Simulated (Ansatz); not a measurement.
**C2H6InN: up Jacob's ladder to CCSD(T)**

How much do the methods differ for C2H6InN? The plan is to run it at one geometry with functionals of several rungs and with coupled cluster, and see how far each lands from CCSD(T) at the basis-set limit for the atomisation energy.

Method: functionals in def2-TZVPP, the program's frozen cores in correlated methods; program: Ansatz 0.2.0, Gaussian basis.

Plan: LDA (SPW92), PBE-D4, revPBE-D4, BLYP-D4, r2SCAN-D4, B97M-V, PBE0-D4, B3LYP-D4, r2SCANh-D4, r2SCAN0-D4, HSE06-D4, BHLYP-D4, CAM-B3LYP-D4, LC-ωPBE, ωB97X-V, ωB97M-V, B2PLYP, PBE-QIDH; CCSD(T)/def2-SVP; CCSD(T)/def2-TZVPP; MP2/def2-QZVPP; extrapolation to the limit; RPA on PBE.

### 1 Structure used throughout

The geometry comes from an earlier relaxation with PBE0-D4 in a triple-zeta def2 set; it is a stationary point, not always the lowest conformer. In takes the def2 core potential; no spin-orbit term is included.

SMILES `CC#[N+][InH3-]`, 10 atoms, charge 0, spin multiplicity 1.

Atoms are counted from 1 here; the program's logs count them from 0.

Bond lengths: C1–C2 1.445 Å, C1–H5 1.091 Å, C1–H6 1.091 Å, C1–H7 1.091 Å, C2–N3 1.145 Å, N3–In4 2.408 Å, In4–H8 1.733 Å, In4–H9 1.733 Å, In4–H10 1.733 Å. Angles: C2–C1–H5 109.8°, C2–C1–H6 109.8°, C2–C1–H7 109.8°, H5–C1–H6 109.2°, H5–C1–H7 109.2°, H6–C1–H7 109.2°, C1–C2–N3 180.0°, C2–N3–In4 180.0°, N3–In4–H8 95.8°, N3–In4–H9 95.8°, N3–In4–H10 95.8°, H8–In4–H9 119.0°, H8–In4–H10 119.0°, H9–In4–H10 119.0°.

Geometry (Å):

```
C    -0.92924    1.61614   -1.40908
C    -0.35161    0.61695   -0.54043
N     0.10615   -0.17489    0.14791
In    1.06980   -1.84061    1.59590
H    -0.66686    2.61256   -1.05093
H    -0.54825    1.48811   -2.42320
H    -2.01521    1.51334   -1.41871
H     0.51379   -3.20564    0.68513
H     0.19601   -1.36478    3.01436
H     2.70854   -1.31248    1.40206
```

### 2 LDA

This LDA is Slater exchange with PW92 correlation.

in.yaml reads:

```yaml
crystal:
  periodic: [false, false, false]
  atoms:
    - {symbol: C, position_ang: [-0.929242, 1.616136, -1.409082]}
    - {symbol: C, position_ang: [-0.351609, 0.616949, -0.540429]}
    - {symbol: N, position_ang: [0.106148, -0.174893, 0.147908]}
    - {symbol: In, position_ang: [1.069797, -1.840607, 1.595898]}
    - {symbol: H, position_ang: [-0.666861, 2.612560, -1.050927]}
    - {symbol: H, position_ang: [-0.548252, 1.488111, -2.423201]}
    - {symbol: H, position_ang: [-2.015208, 1.513339, -1.418711]}
    - {symbol: H, position_ang: [0.513785, -3.205635, 0.685127]}
    - {symbol: H, position_ang: [0.196006, -1.364780, 3.014356]}
    - {symbol: H, position_ang: [2.708536, -1.312479, 1.402062]}
basis:
  gaussian: {orbitals: def2-TZVPP}
hamiltonian: {xc: lda}
output: {orbitals: {seedname: orbitals}}
```

Launch:

```console
$ ansatz run in.yaml --threads 4 --pin off --events-out ev --progress --plain --max-ram 10444MiB
```

Further steps of the session: PBE-D4 (GGA); revPBE-D4 (GGA); BLYP-D4 (GGA); r2SCAN-D4 (meta-GGA); B97M-V (meta-GGA); B3LYP-D4 (hybrid); r2SCANh-D4 (hybrid); r2SCAN0-D4 (hybrid); HSE06-D4 (hybrid); BHLYP-D4 (hybrid); CAM-B3LYP-D4 (range-separated); LC-ωPBE (range-separated); ωB97X-V (range-separated); ωB97M-V (range-separated); B2PLYP (double hybrid); PBE-QIDH (double hybrid); CCSD(T) in def2-SVP; CCSD(T) in def2-TZVPP; MP2 in def2-QZVPP; RPA on PBE orbitals.

Before running them: what should the planned runs give, taken together? Wanted: atomisation energy, CCSD(T)/CBS; farthest beyond LDA; mean size of error, GGA; mean size of error, meta-GGA; mean size of error, hybrid; mean size of error, range-separated; mean size of error, double hybrid; gap, smallest and largest; T1 diagnostic.

The runs gave:

| quantity | value |
| --- | --- |
| atomisation energy, CCSD(T)/CBS | 804.9 kcal/mol |
| functionals within 8.0 kcal/mol (1.0 %) | revPBE-D4, BLYP-D4, r2SCAN-D4, B97M-V, PBE0-D4, B3LYP-D4, HSE06-D4, CAM-B3LYP-D4, LC-ωPBE, ωB97X-V, ωB97M-V |
| farthest beyond LDA | BHLYP-D4 (-24.6 kcal/mol) |
| mean size of error, GGA | 7.0 kcal/mol |
| mean size of error, meta-GGA | 4.4 kcal/mol |
| mean size of error, hybrid | 9.2 kcal/mol |
| mean size of error, range-separated | 3.2 kcal/mol |
| mean size of error, double hybrid | 8.7 kcal/mol |
| gap, smallest and largest | 4.45 eV (LDA (SPW92)), 11.53 eV (LC-ωPBE) |
| T1 diagnostic | 0.0138 |
| triples share of the correlation energy | 3.7 % |

What this shows: LDA overbinds by 112.5 kcal/mol (14 %). PBE-D4 misses by +12.8 kcal/mol. Double hybrids carry the basis error of their MP2 part in triple zeta, and no dispersion term here, so their miss is partly the set-up's. The rungs range-separated, meta-GGA, GGA miss on average by less than the doubt on the reference (8.0 kcal/mol), so they tie. The reference freezes the cores and leaves out spin-orbit coupling and excitations past (T), and its outer-core shells are covered unevenly, so misses under about 8.0 kcal/mol can't be ranked. All levels share the lack of spin-orbit coupling, which lowers the free heavy atoms and so the true binding. Hartree-Fock recovers 71 % of the binding; the rest is correlation. CCSD(T) in def2-SVP is off by -38.9 kcal/mol, more than most functionals: a good method in a small basis is no reference. Orbital gaps span 4.4 to 11.5 eV; exact exchange widens them. Correlated methods include outer-core shells of In, which these sets cover unevenly.
